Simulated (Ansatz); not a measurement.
# Cl2F2Zr: the cost of one run

All numbers below are computed with Ansatz 0.2.0 (RKS r2SCAN/def2-SVP).

**1. The structure to begin with**

Bond lengths: Zr1–Cl2 2.520 Å, Zr1–F3 1.980 Å, Zr1–F4 1.979 Å, Zr1–Cl5 2.518 Å. Angles: Cl2–Zr1–F3 109.4°, Cl2–Zr1–F4 109.5°, Cl2–Zr1–Cl5 109.5°, F3–Zr1–F4 109.5°, F3–Zr1–Cl5 109.5°, F4–Zr1–Cl5 109.5°.

Structure file:

```xyz
5

Zr    0.0000    0.0000    0.0000
Cl    0.0000    0.0000    2.5200
F     1.8671    0.0000   -0.6593
F    -0.9326    1.6157   -0.6593
Cl   -1.1869   -2.0563   -0.8392
```

**2. Relaxing the start**

input.yaml

```yaml
crystal:
  periodic: [false, false, false]
  atoms:
    - { symbol: Zr, position_ang: [0.0, 0.0, 0.0] }
    - { symbol: Cl, position_ang: [0.0, 0.0, 2.52] }
    - { symbol: F, position_ang: [1.8671, 0.0, -0.6593] }
    - { symbol: F, position_ang: [-0.9326, 1.6157, -0.6593] }
    - { symbol: Cl, position_ang: [-1.1869, -2.0563, -0.8392] }
basis:
  gaussian: { orbitals: def2-SVP }
hamiltonian:
  xc: r2scan
relax:
  f_tol: 0.02
  max_steps: 40
```

Run with:

```sh
$ ansatz run input.yaml --threads 2 --pin off --max-ram 3072MiB --backend cpu --events-out ev --progress --plain --runs-dir out
```

What time and memory should one allow on 2 threads of Arm Neoverse V2, shared host?

About 29 s, with a peak of 0.17 GiB.
